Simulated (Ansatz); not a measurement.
**triplet GaH3 at 5 levels**

Wanted: a comparison of 5 runs (UB3LYP/6-31G*, U-r2SCAN/def2-TZVPPD, UB3LYP/def2-TZVPPD, UPBE/def2-TZVPPD, USVWN5/def2-TZVPPD) of triplet GaH3. 

The calculation is run with Ansatz 0.2.0.

27 further runs of the same task are left out: 3 that didn't finish, 24 set aside as unsound or not needed. Runs told in other sessions of the task aren't counted.

### 1 The system as given

GaH3: 4 atoms, total charge 0, spin state triplet. As SMILES of the parent species, `[GaH3]`. Geometry: relaxed at PBE0-D4/def2-TZVP. That shape belongs to the parent species and isn't relaxed for this state.

Bond lengths: Ga1–H2 1.568 Å, Ga1–H3 1.568 Å, Ga1–H4 1.568 Å. Angles: H2–Ga1–H3 120.0°, H2–Ga1–H4 120.0°, H3–Ga1–H4 120.0°.

### 2 A single-point energy at UB3LYP/6-31G(d) (spherical functions) (run 1)

File input.yaml:

```yaml
basis:
  gaussian: {orbitals: 6-31G_st_-spherical.json}
crystal:
  periodic: [false, false, false]
  atoms:
    - symbol: Ga
      position_ang: [0.013400, -0.014900, -0.004600]
    - symbol: H
      position_ang: [1.252400, 0.343800, 0.887700]
    - symbol: H
      position_ang: [-0.552100, -1.477800, -0.009700]
    - symbol: H
      position_ang: [-0.658400, 1.088700, -0.893700]
magnetization: {spin_polarized: true, initial_magnetization: 2}
hamiltonian: {xc: {name: B3LYP}}
accuracy: high
output: {orbitals: {seedname: orbitals}}
```

The basis set 6-31G* is read from a file made from the Basis Set Exchange's data (not shown).

Started as:

```
$ ansatz run input.yaml --threads 1 --pin off --max-ram 3480MiB --events-out events.jsonl --progress --plain --runs-dir runs
```

Standard output:

```text
Warning: RAYON_NUM_THREADS=1 ignored (pool sized by the plan → 1); use --threads N
Functional definition: B3LYP
  name "B3LYP"
  parameter a0 = 0.2
  parameter ax = 0.72
  parameter ac = 0.81
  exchange = (1 - a0 - ax)*slater_x + ax*b88_x + a0*exact_x
  correlation = (1 - ac)*vwn_rpa_c + ac*lyp_c
718 factors; integrals over basis functions are off by at most 4.3e-9 eV
mean field evaluation 1: about -52414.3029 eV, gradient 1.4e1 eV
mean field evaluation 2: about -52413.4575 eV, gradient 1.8e1 eV
mean field evaluation 4: about -52414.8409 eV, gradient 9.9e-1 eV
mean field evaluation 8: about -52414.8880 eV, gradient 3.8e-2 eV
mean field evaluation 16: about -52414.8881 eV, gradient 2.9e-4 eV
mean field evaluation 32: about -52414.0340 eV, gradient 8.4e0 eV
mean field evaluation 64: about -52414.8735 eV, gradient 4.7e-3 eV
mean field -52414.88807562 eV, -1926.2116086919 hartree, gradient 2.3e-8 eV, S^2 2.004433; 3 other end points of the search recorded, 0 dependent functions left out
reference -52414.88810965 eV, -1926.2116099425 hartree; 18, 16 occupied and 20, 22 virtual orbitals, 718 factors
Total energy: -52414.88810965 eV, -1926.2116099425 hartree
```

Run time: 17 s. Hardware: 1 thread of Arm Neoverse N1, shared host; peak memory 0.15 GiB.

### 3 The energy at U-r2SCAN/def2-TZVPPD (run 2)

File in.yaml:

```yaml
crystal:
  periodic: [false, false, false]
  atoms:
    - {symbol: Ga, position_ang: [0.013400, -0.014900, -0.004600]}
    - {symbol: H, position_ang: [1.252400, 0.343800, 0.887700]}
    - {symbol: H, position_ang: [-0.552100, -1.477800, -0.009700]}
    - {symbol: H, position_ang: [-0.658400, 1.088700, -0.893700]}
basis:
  gaussian: {orbitals: def2-TZVPPD.json}
magnetization: {spin_polarized: true, initial_magnetization: 2}
hamiltonian: {xc: r2scan}
accuracy: high
output: {orbitals: {seedname: orbitals}}
```

The basis set def2-TZVPPD is read from a file made from the Basis Set Exchange's data (not shown).

Started as:

```
$ ansatz run in.yaml --threads 1 --pin off --max-ram 3480MiB --events-out events.jsonl --progress --plain --runs-dir runs
```

Standard output:

```text
Warning: RAYON_NUM_THREADS=1 ignored (pool sized by the plan → 1); use --threads N
Functional definition: r2SCAN
  name "r2SCAN"
  parameter k0 = 0.174
  parameter k1 = 0.065
  parameter a1 = 4.9479
  exchange = r2scan_x(k0 = k0, k1 = k1, a1 = a1)
  correlation = r2scan_c
1581 factors; integrals over basis functions are off by at most 4.3e-9 eV
mean field evaluation 1: about -52420.1755 eV, gradient 1.9e1 eV
mean field evaluation 2: about -52417.9484 eV, gradient 3.0e1 eV
mean field evaluation 4: about -52420.3224 eV, gradient 8.3e0 eV
mean field evaluation 8: about -52420.5436 eV, gradient 6.8e0 eV
mean field evaluation 16: about -52421.0381 eV, gradient 2.1e-4 eV
mean field evaluation 32: about -52421.0379 eV, gradient 2.4e-2 eV
mean field -52421.03811557 eV, -1926.4376184915 hartree, gradient 3.9e-8 eV, S^2 2.007151; 3 other end points of the search recorded, 0 dependent functions left out
reference -52421.03811886 eV, -1926.4376186124 hartree; 18, 16 occupied and 87, 89 virtual orbitals, 1581 factors
Total energy: -52421.03811886 eV, -1926.4376186124 hartree
```

Run time: 97 s. Hardware: 1 thread of Arm Neoverse N1, shared host; peak memory 0.33 GiB.

Runs 3 to 4 aren't shown in full; the table further down has their settings and results.

### 4 The energy at USVWN5/def2-TZVPPD (run 5)

Edit in.yaml of step 3 so:

```diff
@@ -8,6 +8,12 @@
 basis:
-  gaussian: {orbitals: def2-TZVPPD.json}
-magnetization: {spin_polarized: true, initial_magnetization: 2}
-hamiltonian: {xc: r2scan}
+  gaussian:
+    orbitals: def2-TZVPPD.json
+total_charge: 0
+magnetization:
+  spin_polarized: true
+  initial_magnetization: 2
+hamiltonian:
+  xc: {name: SVWN5}
 accuracy: high
-output: {orbitals: {seedname: orbitals}}
+output:
+  orbitals: {seedname: orbitals}
```

The basis set def2-TZVPPD is read from a file made from the Basis Set Exchange's data (not shown).

Started as:

```
$ ansatz run in.yaml --threads 1 --pin off --max-ram 3480MiB --events-out events.jsonl --progress --plain --runs-dir runs
```

Standard output:

```text
Warning: RAYON_NUM_THREADS=1 ignored (pool sized by the plan → 1); use --threads N
Functional definition: SVWN5
  name "SVWN5"
  exchange = slater_x
  correlation = vwn5_c
1581 factors; integrals over basis functions are off by at most 4.3e-9 eV
mean field evaluation 1: about -52336.9524 eV, gradient 2.7e1 eV
mean field evaluation 2: about -52333.7427 eV, gradient 4.3e1 eV
mean field evaluation 4: about -52337.3635 eV, gradient 9.4e0 eV
mean field evaluation 8: about -52337.9803 eV, gradient 5.6e0 eV
mean field evaluation 16: about -52338.3108 eV, gradient 6.3e-2 eV
mean field evaluation 32: about -52338.3015 eV, gradient 5.5e-1 eV
mean field evaluation 64: about -52336.4855 eV, gradient 2.0e0 eV
mean field -52338.31115334 eV, -1923.3974587037 hartree, gradient 1.1e-8 eV, S^2 2.001926; 4 other end points of the search recorded, 0 dependent functions left out
reference -52338.31115626 eV, -1923.3974588110 hartree; 18, 16 occupied and 87, 89 virtual orbitals, 1581 factors
Total energy: -52338.31115626 eV, -1923.3974588110 hartree
```

It took 17 s on 1 thread of Arm Neoverse N1, shared host; peak memory 0.24 GiB.

### 5 Overview of the runs

| run | level | energy (Eh) | HOMO energy (eV) | ⟨S²⟩ | wall time |
| --- | --- | --- | --- | --- | --- |
| 1 | UB3LYP/6-31G* (spherical functions) | -1926.211610 | -3.92 | 2.004 | 17 s |
| 2 | U-r2SCAN/def2-TZVPPD | -1926.437619 | -3.70 | 2.007 | 97 s |
| 3 | UB3LYP/def2-TZVPPD | -1926.500532 | -3.95 | 2.005 | 86 s |
| 4 | UPBE/def2-TZVPPD | -1926.150149 | -3.42 | 2.003 | 45 s |
| 5 | USVWN5/def2-TZVPPD | -1923.397459 | -3.48 | 2.002 | 17 s |

### 6 Outcome

| quantity | value |
| --- | --- |
| run 5: total energy | -1923.39746 Eh |
| run 5: HOMO energy (highest over α and β) | -3.48 eV |
| run 5: ⟨S²⟩ | 2.002 |

**Reading.** Totals of different functionals can't be ranked against each other. All runs together took 4.4 min, the longest 97 s.
